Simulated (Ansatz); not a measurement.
Born–Oppenheimer molecular dynamics of a periodic cell of 36 atoms, Be (start crystal Be, start structure P6_3/mmc, volume 1.1 times the crystal's). It goes on from the last frame of an earlier run, with new velocities.

The calculation used DFT PBEsol, scalar-relativistic, plane waves, PAW (Ansatz). Settings: cutoff 420 eV, k mesh 2x2x2, fermi-dirac smearing 0.3 eV, no spin polarisation.

```yaml
ensemble: NVT, Langevin thermostat
time_step: 1.12 fs
steps_asked: 80
set_temperature: 2800 K
friction: 0.02 /fs
temperature_schedule: 60 steps to 300 K, then 20 steps to 300 K
seed: 918621
```

Frames 2.24 fs apart, positions in Å, forces in eV/Å.

Velocities at 22.4 fs (Å/ps):

```
Be 6.18 -8.32 -12.97
Be 13.12 -12.89 15.81
Be -3.04 3.62 -0.03
Be -21.91 9.44 -13.15
Be 2.65 -6.32 -19.05
Be -4.71 18.61 5.85
Be 15.10 -6.11 -0.87
Be -16.16 1.48 27.05
Be 17.98 -11.74 -0.10
Be 11.90 -21.49 -41.81
Be 13.56 19.41 -3.91
Be -4.36 3.76 -3.79
Be 9.98 25.83 -14.17
Be 1.35 10.43 13.37
Be 25.24 -3.36 -8.50
Be -4.14 -23.76 16.83
Be -13.84 -8.33 -31.91
Be 20.35 14.25 8.15
Be -11.92 2.06 1.52
Be -23.02 1.85 12.01
Be 9.49 -1.06 -21.81
Be -20.05 -8.99 -26.54
Be -12.72 19.64 -3.64
Be -4.82 -19.81 -14.96
Be 33.04 25.05 29.23
Be -9.68 -16.13 -7.45
Be 9.38 13.15 15.31
Be -11.61 -8.41 -29.06
Be 0.46 -6.91 29.15
Be -5.14 -3.37 4.12
Be -22.60 -22.16 -1.61
Be -8.36 10.23 -18.32
Be -1.42 4.06 -16.83
Be 3.87 -24.25 -9.27
Be -19.36 2.22 32.69
Be -10.92 -9.62 19.67
```

```xyz
36
Lattice="7.1813 0.0000 0.0000 -3.5906 6.2192 0.0000 0.0000 0.0000 7.4842" Properties=species:S:1:pos:R:3:forces:R:3 time_fs=22.4 energy_less_start_eV=1.128 T=2585
Be 0.179 1.321 0.509 -2.26 1.60 1.29
Be 1.089 1.358 2.772 0.20 -2.56 -0.49
Be 0.377 1.656 4.913 0.62 -1.57 -1.72
Be 1.087 0.481 6.399 1.11 0.55 1.13
Be -0.705 3.345 0.847 -2.52 -0.72 0.37
Be 0.066 3.025 3.167 -3.10 0.94 0.19
Be -0.957 2.916 5.078 -1.68 1.68 0.90
Be 0.686 2.746 6.648 -1.18 -0.06 -1.00
Be -2.597 6.022 1.094 1.16 -1.74 0.17
Be -1.785 4.580 2.383 0.83 0.60 0.93
Be -2.054 5.743 4.685 -0.60 -0.22 -0.66
Be -1.022 4.730 6.492 0.43 0.63 0.19
Be 2.087 1.907 0.416 1.66 -0.31 1.17
Be 3.631 1.046 2.904 -0.89 -0.19 0.40
Be 2.472 1.574 4.826 0.33 0.44 0.29
Be 3.432 0.507 6.778 -1.04 0.23 0.81
Be 1.166 3.742 0.795 2.23 -0.83 -0.54
Be 1.772 3.162 2.567 3.38 -0.71 0.17
Be 1.200 3.678 4.762 0.24 -1.01 -0.09
Be 2.565 3.557 6.237 -0.06 -0.29 0.66
Be 0.237 5.317 0.943 -2.69 2.24 -1.10
Be 1.101 5.067 2.689 1.24 -0.30 0.67
Be 0.330 5.366 4.501 -3.91 1.84 0.63
Be 1.158 5.169 6.441 -0.64 -0.40 1.19
Be 4.799 1.352 1.026 -1.10 0.51 -1.85
Be 5.581 0.817 2.497 2.80 -1.33 2.62
Be 4.580 1.231 5.485 -0.32 0.50 -4.20
Be 6.171 0.977 6.307 0.88 -0.05 1.78
Be 3.466 3.994 1.394 0.77 -1.76 -0.51
Be 5.092 2.765 3.297 -0.56 -1.16 -1.11
Be 3.304 3.803 4.152 0.79 -0.61 0.53
Be 4.327 2.521 7.012 0.01 1.50 -0.85
Be 2.233 5.498 0.866 1.10 1.56 -0.20
Be 3.470 5.465 2.935 0.31 0.67 -0.23
Be 2.141 5.552 4.889 3.39 0.49 -1.43
Be 4.097 4.794 6.786 -0.91 -0.16 -0.10
36
Lattice="7.1813 0.0000 0.0000 -3.5906 6.2192 0.0000 0.0000 0.0000 7.4842" Properties=species:S:1:pos:R:3:forces:R:3 time_fs=24.6 energy_less_start_eV=1.693 T=2477
Be 0.182 1.304 0.485 -2.25 1.29 1.69
Be 1.122 1.323 2.808 0.11 -1.91 -0.49
Be 0.379 1.656 4.911 0.94 -1.46 -1.75
Be 1.038 0.501 6.380 1.37 0.13 1.28
Be -0.710 3.335 0.798 -2.52 -0.75 0.45
Be 0.047 3.064 3.184 -2.34 0.50 -0.30
Be -0.933 2.910 5.074 -1.98 1.74 0.99
Be 0.645 2.748 6.706 -1.26 -0.25 -2.15
Be -2.557 5.995 1.095 0.98 -1.25 -0.05
Be -1.760 4.532 2.291 0.89 0.59 1.14
Be -2.032 5.788 4.684 -0.62 -0.29 -0.74
Be -1.026 4.734 6.479 0.19 0.49 0.18
Be 2.108 1.966 0.385 1.51 -0.73 1.19
Be 3.632 1.059 2.927 -0.79 -0.16 0.28
Be 2.531 1.565 4.821 -0.05 0.42 0.37
Be 3.413 0.462 6.825 -0.65 0.79 0.20
Be 1.149 3.725 0.721 2.61 -0.23 0.63
Be 1.825 3.190 2.583 2.22 -1.14 -0.05
Be 1.163 3.671 4.767 0.27 -0.62 0.00
Be 2.518 3.553 6.265 0.08 -0.29 0.45
Be 0.247 5.323 0.894 -2.83 1.93 -0.96
Be 1.062 5.045 2.634 1.10 -0.17 0.99
Be 0.296 5.411 4.500 -3.43 1.53 0.33
Be 1.137 5.122 6.405 -1.13 -0.31 1.94
Be 4.872 1.411 1.087 -1.60 1.25 -2.85
Be 5.572 0.783 2.496 2.95 -1.82 3.29
Be 4.602 1.251 5.511 -1.28 0.25 -4.38
Be 6.153 0.954 6.248 1.69 0.00 2.48
Be 3.476 3.973 1.456 0.61 -1.65 -0.95
Be 5.082 2.753 3.304 -0.48 -1.06 -1.09
Be 3.253 3.744 4.146 0.87 -0.43 0.73
Be 4.310 2.548 6.969 0.10 1.12 -0.25
Be 2.224 5.513 0.831 1.29 1.25 -0.13
Be 3.475 5.411 2.923 0.29 0.78 0.03
Be 2.100 5.562 4.958 3.85 0.32 -2.29
Be 4.068 4.773 6.824 -0.69 0.13 -0.21
36
Lattice="7.1813 0.0000 0.0000 -3.5906 6.2192 0.0000 0.0000 0.0000 7.4842" Properties=species:S:1:pos:R:3:forces:R:3 time_fs=26.9 energy_less_start_eV=1.864 T=2548
Be 0.166 1.291 0.476 -2.07 0.88 2.10
Be 1.148 1.262 2.842 0.03 -1.29 -0.48
Be 0.385 1.661 4.893 0.97 -1.38 -1.62
Be 0.998 0.519 6.374 1.54 -0.14 1.28
Be -0.725 3.323 0.750 -2.31 -0.67 0.53
Be 0.009 3.111 3.206 -1.49 0.09 -0.75
Be -0.924 2.919 5.073 -2.10 1.63 1.09
Be 0.598 2.739 6.762 -1.23 -0.55 -3.45
Be -2.499 5.973 1.088 0.78 -0.76 -0.28
Be -1.726 4.492 2.212 0.86 0.53 1.36
Be -2.024 5.829 4.684 -0.65 -0.31 -0.73
Be -1.026 4.739 6.465 -0.19 0.38 0.18
Be 2.135 2.020 0.356 1.34 -1.21 1.23
Be 3.631 1.063 2.947 -0.62 -0.12 0.11
Be 2.590 1.562 4.821 -0.46 0.34 0.45
Be 3.397 0.422 6.877 -0.37 1.46 -0.57
Be 1.150 3.707 0.648 2.59 0.79 1.87
Be 1.883 3.200 2.600 0.92 -1.45 -0.19
Be 1.132 3.656 4.776 0.32 -0.14 -0.05
Be 2.477 3.558 6.293 0.24 -0.36 0.21
Be 0.229 5.339 0.842 -2.56 1.16 -0.50
Be 1.017 5.027 2.586 0.98 -0.18 1.07
Be 0.245 5.455 4.501 -2.61 1.12 0.19
Be 1.094 5.065 6.378 -1.32 -0.14 2.27
Be 4.944 1.472 1.127 -1.61 1.49 -2.79
Be 5.588 0.741 2.527 2.54 -1.84 3.13
Be 4.618 1.262 5.507 -1.99 0.14 -4.34
Be 6.137 0.924 6.199 2.36 0.26 3.06
Be 3.488 3.940 1.516 0.57 -1.53 -1.41
Be 5.077 2.731 3.306 -0.47 -0.88 -1.03
Be 3.202 3.679 4.137 1.08 -0.21 1.00
Be 4.310 2.574 6.931 0.14 0.86 0.05
Be 2.221 5.534 0.794 1.23 0.96 -0.03
Be 3.475 5.362 2.920 0.35 0.85 0.20
Be 2.085 5.588 5.009 3.63 -0.10 -2.83
Be 4.032 4.764 6.854 -0.42 0.34 -0.31
36
Lattice="7.1813 0.0000 0.0000 -3.5906 6.2192 0.0000 0.0000 0.0000 7.4842" Properties=species:S:1:pos:R:3:forces:R:3 time_fs=29.1 energy_less_start_eV=1.880 T=2444
Be 0.127 1.280 0.480 -1.66 0.46 2.37
Be 1.166 1.190 2.873 0.00 -0.83 -0.53
Be 0.388 1.663 4.867 0.82 -1.28 -1.46
Be 0.967 0.535 6.376 1.63 -0.33 1.24
Be -0.743 3.316 0.705 -1.97 -0.53 0.57
Be -0.042 3.170 3.227 -0.72 -0.25 -1.06
Be -0.921 2.943 5.076 -2.12 1.40 1.17
Be 0.560 2.727 6.802 -1.11 -0.90 -4.32
Be -2.435 5.944 1.079 0.54 -0.17 -0.57
Be -1.681 4.468 2.148 0.72 0.40 1.61
Be -2.030 5.879 4.670 -0.72 -0.39 -0.63
Be -1.023 4.753 6.453 -0.75 0.25 0.14
Be 2.170 2.061 0.338 1.13 -1.68 1.27
Be 3.626 1.067 2.971 -0.39 -0.05 -0.09
Be 2.636 1.558 4.821 -0.81 0.23 0.55
Be 3.393 0.377 6.934 -0.23 2.46 -1.55
Be 1.172 3.698 0.588 2.27 1.61 2.87
Be 1.937 3.200 2.614 -0.31 -1.71 -0.32
Be 1.111 3.639 4.784 0.35 0.25 -0.23
Be 2.440 3.559 6.325 0.47 -0.39 -0.20
Be 0.185 5.351 0.787 -1.95 0.06 0.40
Be 0.978 5.005 2.545 0.85 -0.13 1.01
Be 0.176 5.508 4.506 -1.66 0.65 0.15
Be 1.046 4.997 6.362 -1.24 0.15 2.18
Be 5.007 1.535 1.145 -1.38 1.18 -2.02
Be 5.616 0.699 2.580 1.87 -1.40 2.40
Be 4.637 1.265 5.477 -2.48 0.19 -4.15
Be 6.128 0.901 6.165 2.78 0.58 3.52
Be 3.495 3.902 1.574 0.74 -1.44 -1.84
Be 5.082 2.713 3.294 -0.52 -0.70 -0.90
Be 3.160 3.613 4.123 1.39 0.03 1.34
Be 4.313 2.607 6.893 0.21 0.54 0.11
Be 2.225 5.549 0.760 0.92 0.82 0.07
Be 3.486 5.316 2.918 0.39 0.95 0.37
Be 2.079 5.605 5.044 3.06 -0.57 -3.02
Be 3.989 4.760 6.891 -0.13 0.52 -0.44
36
Lattice="7.1813 0.0000 0.0000 -3.5906 6.2192 0.0000 0.0000 0.0000 7.4842" Properties=species:S:1:pos:R:3:forces:R:3 time_fs=31.4 energy_less_start_eV=1.748 T=2426
Be 0.075 1.269 0.503 -1.11 0.20 2.33
Be 1.184 1.107 2.897 0.01 -0.50 -0.66
Be 0.388 1.651 4.831 0.47 -0.98 -1.27
Be 0.949 0.551 6.377 1.67 -0.45 1.30
Be -0.763 3.300 0.677 -1.46 -0.30 0.47
Be -0.100 3.230 3.246 -0.12 -0.47 -1.20
Be -0.927 2.977 5.086 -1.93 1.03 1.16
Be 0.537 2.712 6.819 -0.94 -1.18 -4.49
Be -2.384 5.915 1.068 0.32 0.31 -0.82
Be -1.647 4.450 2.095 0.58 0.23 1.89
Be -2.043 5.930 4.649 -0.81 -0.56 -0.46
Be -1.026 4.775 6.439 -1.41 0.11 0.11
Be 2.216 2.102 0.331 0.98 -2.14 1.32
Be 3.618 1.065 2.987 -0.17 0.03 -0.27
Be 2.669 1.554 4.825 -1.13 0.14 0.59
Be 3.386 0.341 6.984 -0.18 3.52 -2.57
Be 1.212 3.697 0.540 1.63 2.13 3.56
Be 1.986 3.191 2.637 -1.38 -1.85 -0.58
Be 1.107 3.626 4.782 0.30 0.39 -0.47
Be 2.408 3.559 6.355 0.71 -0.37 -0.74
Be 0.123 5.352 0.743 -1.21 -1.16 1.39
Be 0.944 4.983 2.502 0.78 -0.09 0.95
Be 0.102 5.561 4.507 -0.71 0.18 0.17
Be 0.988 4.925 6.349 -0.97 0.56 1.84
Be 5.051 1.600 1.149 -1.14 0.58 -1.04
Be 5.652 0.644 2.646 1.14 -0.63 1.49
Be 4.646 1.262 5.422 -2.20 0.25 -3.64
Be 6.136 0.889 6.156 2.43 0.91 3.53
Be 3.507 3.867 1.623 0.89 -1.43 -2.25
Be 5.077 2.689 3.287 -0.50 -0.51 -0.76
Be 3.131 3.553 4.112 1.78 0.29 1.77
Be 4.313 2.653 6.851 0.34 0.15 0.01
Be 2.244 5.564 0.730 0.40 0.75 0.18
Be 3.500 5.269 2.920 0.42 1.10 0.53
Be 2.094 5.607 5.065 2.35 -0.94 -2.80
Be 3.930 4.762 6.923 0.19 0.71 -0.59
36
Lattice="7.1813 0.0000 0.0000 -3.5906 6.2192 0.0000 0.0000 0.0000 7.4842" Properties=species:S:1:pos:R:3:forces:R:3 time_fs=33.6 energy_less_start_eV=1.581 T=2367
Be 0.014 1.244 0.539 -0.52 0.15 2.06
Be 1.210 1.027 2.919 0.01 -0.26 -0.90
Be 0.388 1.642 4.788 0.07 -0.73 -0.96
Be 0.947 0.572 6.389 1.69 -0.58 1.21
Be -0.775 3.276 0.650 -1.03 0.10 0.45
Be -0.153 3.276 3.265 0.27 -0.56 -1.29
Be -0.940 3.023 5.092 -1.71 0.66 1.13
Be 0.509 2.694 6.814 -0.42 -1.13 -3.81
Be -2.333 5.888 1.064 0.04 0.81 -1.13
Be -1.614 4.452 2.057 0.52 -0.14 2.19
Be -2.057 5.974 4.619 -0.90 -0.76 -0.10
Be -1.041 4.809 6.428 -2.02 -0.04 0.07
Be 2.262 2.135 0.337 0.86 -2.49 1.31
Be 3.613 1.072 3.002 -0.06 0.06 -0.39
Be 2.689 1.556 4.840 -1.47 0.05 0.56
Be 3.374 0.322 7.017 -0.12 4.36 -3.34
Be 1.280 3.716 0.512 0.60 2.03 3.70
Be 2.034 3.169 2.668 -2.22 -1.90 -1.00
Be 1.104 3.612 4.777 0.32 0.46 -0.63
Be 2.381 3.569 6.390 0.98 -0.39 -1.43
Be 0.062 5.349 0.710 -0.64 -2.17 2.14
Be 0.912 4.954 2.452 0.76 -0.08 0.97
Be 0.041 5.615 4.502 -0.01 -0.27 0.18
Be 0.926 4.867 6.341 -0.62 0.90 1.37
Be 5.082 1.661 1.155 -1.08 -0.01 -0.31
Be 5.688 0.582 2.716 0.52 0.12 0.82
Be 4.632 1.260 5.343 -1.11 0.22 -2.80
Be 6.156 0.875 6.171 1.43 1.33 3.10
Be 3.524 3.838 1.655 0.97 -1.42 -2.50
Be 5.058 2.660 3.281 -0.34 -0.24 -0.61
Be 3.106 3.506 4.108 2.24 0.55 2.33
Be 4.320 2.703 6.808 0.42 -0.22 -0.13
Be 2.271 5.574 0.702 -0.12 0.81 0.35
Be 3.511 5.227 2.936 0.49 1.18 0.60
Be 2.123 5.611 5.080 1.68 -1.29 -2.49
Be 3.876 4.766 6.960 0.50 0.89 -0.72
```

Of the whole run (90 fs, mean temperature of the second half 1665 K): The schedule's set-point averaged 513 K over the second half and the system 1665 K, so it lags behind the ramp. A run of 0.09 ps of so small a system gives no equilibrium averages. Limits of this set-up: coarse k mesh.

Time of the run: 12 min on 1 thread of Arm Neoverse V1, with other jobs on the host, peak memory 0.77 GiB.
